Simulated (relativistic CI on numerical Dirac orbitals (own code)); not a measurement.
**Pm²⁵⁺: one ion under different settings**

Aim: see what numerical and physical settings do to the SCF, the total energy and the lowest levels of Pm²⁵⁺.

Program: relativistic CI on numerical Dirac orbitals (own code) version 3. Level of theory: Dirac-Coulomb-Breit CI, KLI orbitals optimised for each configuration, model QED (radiative potential, 1s self-energy scaled to tabulated hydrogen-like ionisation energies), numerical settings as typed. These are calculated values, not measurements, unless marked.

## (1) What is computed

| Item | Value |
| --- | --- |
| ion | Pm²⁵⁺ (Pm XXVI) |
| nuclear charge | 61 |
| electrons | 36 |
| isotope | A = 145 |

## (2) Usual settings

Settings of the run:

```ini
atom Pm  Z=61  charge=25  electrons=36
nucleus A=145  rms_radius_fm=4.9620
hamiltonian dirac-coulomb  breit=on  qed=on  c_scale=1
orbitals kli  potential=per-configuration
slater_scale 1
correlation none
mixing on
grid step=0.0125 r_max=5.7
scf mixing=0.4 start=green max_iterations=150 tolerance=2e-08 node_fill=0.05
configurations
  [Ar] 3d10 4s2 4p6
  [Ar] 3d10 4s2 4p5 4d
  [Ar] 3d10 4s2 4p4 4d2
end
```

Command:

```bash
$ python run_levels.py task.json out
```

The settings of every run stand in task.json; they run in order.

## (3) QED terms off

The settings differ from step 2 so:

```diff
@@ -2,3 +2,3 @@
 nucleus A=145  rms_radius_fm=4.9620
-hamiltonian dirac-coulomb  breit=on  qed=on  c_scale=1
+hamiltonian dirac-coulomb  breit=on  qed=off  c_scale=1
 orbitals kli  potential=per-configuration
```

## (4) End of the grid 17.1

Settings of the run:

```ini
atom Pm  Z=61  charge=25  electrons=36
nucleus A=145  rms_radius_fm=4.9620
hamiltonian dirac-coulomb  breit=on  qed=on  c_scale=1
orbitals kli  potential=per-configuration
slater_scale 1
correlation none
mixing on
grid step=0.0125 r_max=17.1
scf mixing=0.4 start=green max_iterations=150 tolerance=2e-08 node_fill=0.05
configurations
  [Ar] 3d10 4s2 4p6
  [Ar] 3d10 4s2 4p5 4d
  [Ar] 3d10 4s2 4p4 4d2
end
```

## (5) Potential mixing 0.2

The settings differ from step 4 so:

```diff
@@ -7,4 +7,4 @@
 mixing on
-grid step=0.0125 r_max=17.1
-scf mixing=0.4 start=green max_iterations=150 tolerance=2e-08 node_fill=0.05
+grid step=0.0125 r_max=5.7
+scf mixing=0.2 start=green max_iterations=150 tolerance=2e-08 node_fill=0.05
 configurations
```

## (6) Iteration limit 20, Slater scale 0.5, speed-of-light factor 1.25

Settings of the run:

```ini
atom Pm  Z=61  charge=25  electrons=36
nucleus A=145  rms_radius_fm=4.9620
hamiltonian dirac-coulomb  breit=on  qed=on  c_scale=1.25
orbitals kli  potential=per-configuration
slater_scale 0.5
correlation none
mixing on
grid step=0.0125 r_max=5.7
scf mixing=0.4 start=green max_iterations=20 tolerance=2e-08 node_fill=0.05
configurations
  [Ar] 3d10 4s2 4p6
  [Ar] 3d10 4s2 4p5 4d
  [Ar] 3d10 4s2 4p4 4d2
end
```

## (7) Tolerance 0.05

Settings of the run:

```ini
atom Pm  Z=61  charge=25  electrons=36
nucleus A=145  rms_radius_fm=4.9620
hamiltonian dirac-coulomb  breit=on  qed=on  c_scale=1
orbitals kli  potential=per-configuration
slater_scale 1
correlation none
mixing on
grid step=0.0125 r_max=5.7
scf mixing=0.4 start=green max_iterations=97 tolerance=0.05 node_fill=0.05
configurations
  [Ar] 3d10 4s2 4p6
  [Ar] 3d10 4s2 4p5 4d
  [Ar] 3d10 4s2 4p4 4d2
end
```

(Steps that only read results are left out.)

**Question.** What will these runs give? Wanted: lowest level, usual settings; total energy; first excitation.

The runs gave:

| setting | total energy less usual (Ha) | largest shift of a level among the lowest eight of both runs, same label and place (cm⁻¹) | SCF iterations | time | lowest level | kind of change |
| --- | --- | --- | --- | --- | --- | --- |
| usual | 0 | 0 | 30 | 0.15 s | 4p6 1S0 | - |
| QED terms off | -5.88 | 566 | 30 | 0.13 s | 4p6 1S0 | model term |
| end of the grid 17.1 | 0 | 0 | 30 | 0.15 s | 4p6 1S0 | numerical |
| potential mixing 0.2 | 0 | 0 | 33 | 0.16 s | 4p6 1S0 | numerical |
| iteration limit 20, Slater scale 0.5, speed-of-light factor 1.25 | 137 | 64100 | 30 | 0.15 s | 4p6 1S0 | unphysical constant |
| tolerance 0.05 | -0.000447 | 30.7 | 15 | 0.13 s | 4p6 1S0 | unsound |

| quantity | value |
| --- | --- |
| lowest level, usual settings | 4p6 1S0 |
| total energy | -9722.9424 Ha |
| first excitation | 875895 cm⁻¹ |

In words: Among the runs whose levels can be followed, they move most under «iteration limit 20, Slater scale 0.5, speed-of-light factor 1.25» (unphysical constant), by up to 64100 cm⁻¹. No visible change in the result comes from «end of the grid 17.1» or «potential mixing 0.2». Only the listed configurations are in the model.
